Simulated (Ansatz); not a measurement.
# H6N3OV: how energies converge with the basis set

The task here is to estimate one member of a computed series from the others.

The runs use Ansatz 0.2.0, Gaussian basis; one geometry, several basis sets.

The runs, in order: PBE0-D4/def2-SVP; ωB97M-V/def2-SVP; PBE0-D4/def2-QZVPP; ωB97M-V/def2-QZVPP; the functionals' def2-TZVPP values are taken from earlier runs.

### Structure used throughout

An earlier PBE0-D4 in a triple-zeta def2 set relaxation fixed the geometry.

11 atoms, charge 0, spin multiplicity 1.

Atoms are counted from 1 here; the program's logs count them from 0.

Bond lengths: N1–V2 1.608 Å, N1–H6 1.010 Å, V2–N3 1.838 Å, V2–N4 1.838 Å, V2–O5 1.783 Å, N3–H7 1.006 Å, N3–H8 1.011 Å, N4–H9 1.006 Å, N4–H10 1.011 Å, O5–H11 0.958 Å. Angles: V2–N1–H6 172.8°, N1–V2–N3 105.5°, N1–V2–N4 105.5°, N1–V2–O5 114.2°, N3–V2–N4 113.0°, N3–V2–O5 109.3°, N4–V2–O5 109.3°, V2–N3–H7 126.3°, V2–N3–H8 121.9°, H7–N3–H8 111.5°, V2–N4–H9 126.3°, V2–N4–H10 121.9°, H9–N4–H10 111.5°, V2–O5–H11 125.6°.

Set-up of the first run:

Contents of in.yaml:

```yaml
crystal:
  periodic: [false, false, false]
  atoms:
    - {symbol: N, position_ang: [-1.560813, 0.388487, 0.383502]}
    - {symbol: V, position_ang: [-0.104096, 0.018374, -0.187000]}
    - {symbol: N, position_ang: [0.285568, -1.641965, 0.498736]}
    - {symbol: N, position_ang: [1.017766, 1.333958, 0.437023]}
    - {symbol: O, position_ang: [-0.010684, -0.041594, -1.966243]}
    - {symbol: H, position_ang: [-2.513327, 0.626839, 0.621265]}
    - {symbol: H, position_ang: [-0.256576, -2.146977, 1.179551]}
    - {symbol: H, position_ang: [1.159221, -2.109878, 0.299903]}
    - {symbol: H, position_ang: [0.778270, 2.059166, 1.092143]}
    - {symbol: H, position_ang: [2.007101, 1.333982, 0.229717]}
    - {symbol: H, position_ang: [-0.737132, 0.122708, -2.567997]}
basis:
  gaussian: {orbitals: def2-SVP}
hamiltonian: {xc: pbe0, dispersion: d4}
output: {orbitals: {seedname: orbitals}}
```

The run is started by

```sh
> ansatz run in.yaml --threads 4 --pin off --events-out ev --progress --plain --max-ram 10444MiB
```

Steps of the session up to this table: PBE0-D4 in def2-SVP; ωB97M-V in def2-SVP; PBE0-D4 in def2-QZVPP; ωB97M-V in def2-QZVPP.

One of the session's tables, all rows but one given; the rest of the session is left out.

It belongs to the step «Functionals by basis». 

```
functional       basis  HOMO (eV)
   PBE0-D4    def2-SVP      -6.32
   PBE0-D4  def2-TZVPP      -6.69
   PBE0-D4  def2-QZVPP          ?
   ωB97M-V    def2-SVP      -8.57
   ωB97M-V  def2-TZVPP      -8.95
   ωB97M-V  def2-QZVPP      -9.01
```

Estimate the missing values for PBE0-D4, def2-QZVPP.

**Answer.** HOMO (eV): -6.74. In the column «HOMO (eV)» it lies between ωB97M-V, def2-SVP (-8.57) and PBE0-D4, def2-TZVPP (-6.69).
